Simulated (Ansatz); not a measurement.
# GaSb (F-43m): a single-point run

The task is a single-point run on GaSb (F-43m). The structure is shown as the input types it.

The COD entry's cell or inner coordinates are ideal or old and differ from later refinements, so a difference from it is no clean test against experiment.

Method: DFT PBE, scalar-relativistic, plane waves, PAW, in Ansatz 0.2.0.

## Step 1: The structure to begin with

The structure is cubic, space group F-43m (No. 216). Conventional cell: a = 6.118 Å, b = 6.118 Å, c = 6.118 Å, α = 90.00°, β = 90.00°, γ = 90.00°. Ga (site symmetry -43m) is surrounded by 4 Sb at 2.65 Å. Around Sb (site symmetry -43m) lie 4 Ga at 2.65 Å.

The input asks for a charge of +6 e on the cell.

Coordinates:

```xyz
2
Lattice="0.0000 3.0590 3.0590 3.0590 0.0000 3.0590 3.0590 3.0590 0.0000" Properties=species:S:1:pos:R:3 pbc="T T T"
Ga    0.0000    0.0000    0.0000
Sb    4.5885    4.5885    4.5885
```

## Step 2: Input and run

input.yaml

```yaml
crystal:
  lattice:
    - [0.0, 3.0590005565, 3.0590005565]
    - [3.0590005565, 0.0, 3.0590005565]
    - [3.0590005565, 3.0590005565, 0.0]
  atoms:
    - { symbol: Ga, position: [0.0, 0.0, 0.0] }
    - { symbol: Sb, position: [0.75, 0.75, 0.75] }
basis:
  ecutwfc: 420
  ecutrho_ratio: 4
kpoints:
  mp_grid: { grid: [6, 6, 6] }
hamiltonian:
  xc: pbe
scf:
  occupations: { method: gaussian, width: 0.05 }
  max_iter: 60
output:
  forces: true
  stress: true
total_charge: 6
```

Command:

```sh
$ ansatz run input.yaml --threads 4 --pin off --max-ram 8192MiB --backend cpu --events-out ev --progress --plain --runs-dir out
```

**Question.** How will this run end, and is anything wrong with its input?

The run converged and reported no error. It gives a pressure of 33 GPa, which is large; a structure far from rest gives such values too, whatever the setting.

In the input, total_charge is 6. The net charge is not the one intended, so the run treats another number of electrons.

The test: delete total_charge (the default then holds).
